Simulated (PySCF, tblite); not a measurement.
# C₆H₁₂NOPSi: geometry, infrared bands and NMR shifts

Aim: predict the infrared bands and NMR shifts of C₆H₁₂NOPSi (`CC1=C[P@](=N)(CO)C=C1[SiH3]`).

Computed with tblite 0.8.0 and PySCF 2.14.0, with density-fitted response routines of our own, on a single molecule in the gas phase. Atoms count from 0, in the outputs and in this text.

## 1. The molecule as given

22 atoms, charge 0, multiplicity 1; geometry from: force field or distance geometry start.

Bonds of the start (Å): C0–C1 1.48, C1–C2 1.37, C2–P3 1.69, P3–N4 1.71, P3–C5 1.72, C5–O6 1.43, P3–C7 1.72, C7–C8 1.35, C8–Si9 1.83, C8–C1 1.48, C0–H10 1.10, C0–H11 1.09, C0–H12 1.11, C2–H13 1.08, N4–H14 1.03, C5–H15 1.09, C5–H16 1.08, O6–H17 0.99, C7–H18 1.08, Si9–H19 1.49, Si9–H20 1.49, Si9–H21 1.49.

## 2. Relaxing the molecule with GFN2-xTB

What the job is given:

```
{"job": {"kind": "relax", "xc": "GFN2-xTB", "basis": "xTB"}, "charge": 0, "multiplicity": 1}
C     -1.794200     2.014400    -0.291800
C     -0.743200     0.984600    -0.159800
C      0.589100     1.269800    -0.063500
P      1.518300    -0.135400     0.080400
N      1.695400    -0.109800     1.781300
C      2.899700    -0.564400    -0.842900
O      3.631400    -1.478400    -0.021900
C      0.151400    -1.171300     0.137100
C     -0.994500    -0.472600    -0.029900
Si    -2.671700    -1.195300    -0.017600
H     -2.385500     1.857800    -1.207900
H     -1.379500     3.021600    -0.346300
H     -2.487400     2.003300     0.577400
H      0.973400     2.280100    -0.095500
H      0.819900     0.184800     2.234400
H      3.555700     0.293000    -1.016200
H      2.680000    -1.040800    -1.791800
H      3.291900    -1.275900     0.889500
H      0.193000    -2.243700     0.285000
H     -2.647400    -2.676200     0.115800
H     -3.387400    -0.883000    -1.288400
H     -3.519000    -0.643300     1.071900
```

Run with:

```sh
$ OMP_NUM_THREADS=1 python probes_run.py task.json out
```

The driver reads the jobs from task.json and runs them one after another.

**Question.** This job is followed by: GFN2-xTB harmonic vibrations, gas phase; GIAO PBE0/pcSseg-1 NMR shielding, non-relativistic, gas phase. Predict these results of the whole session: strongest single infrared mode (GFN2-xTB); zero-point energy (GFN2-xTB); 13C shifts against TMS (PBE0/pcSseg-1); 1H shifts against TMS (PBE0/pcSseg-1, means over atoms taken as alike); 31P shifts against H3PO4 (PBE0/pcSseg-1); 15N shifts against NH3 (PBE0/pcSseg-1); 17O shifts against H2O (PBE0/pcSseg-1); 29Si shifts against TMS (PBE0/pcSseg-1).

The runs gave:

| quantity | value |
| --- | --- |
| strongest single infrared mode (GFN2-xTB) | 793 cm⁻¹, 361 km/mol |
| zero-point energy (GFN2-xTB) | 100.9 kcal/mol |
| 13C shifts against TMS (PBE0/pcSseg-1) | 162.2, 158.8, 154.3, 130.8, 61.6, 22.5 ppm |
| 1H shifts against TMS (PBE0/pcSseg-1, means over atoms taken as alike) | 7.01, 5.73, 4.49, 4.32, 3.94, 3.38, 2.22, -0.17 ppm |
| 31P shifts against H3PO4 (PBE0/pcSseg-1) | 18.0 ppm |
| 15N shifts against NH3 (PBE0/pcSseg-1) | 11.3 ppm |
| 17O shifts against H2O (PBE0/pcSseg-1) | 0.0 ppm |
| 29Si shifts against TMS (PBE0/pcSseg-1) | -78.4 ppm |

In words: The optimisation took 106 steps and gained 1.938 eV; among the close pairs (by a distance rule), P3–N4 changed most, from 1.710 to 1.566 Å. All 60 modes are real, so the xTB geometry is a minimum. The strongest single mode, at 793 cm⁻¹, has its largest shares on H19, H20 and H21 (the list is cut at 3 atoms). Unscaled tight-binding wavenumbers are off by several per cent, some by more. Its intensities can rank the bands wrongly.
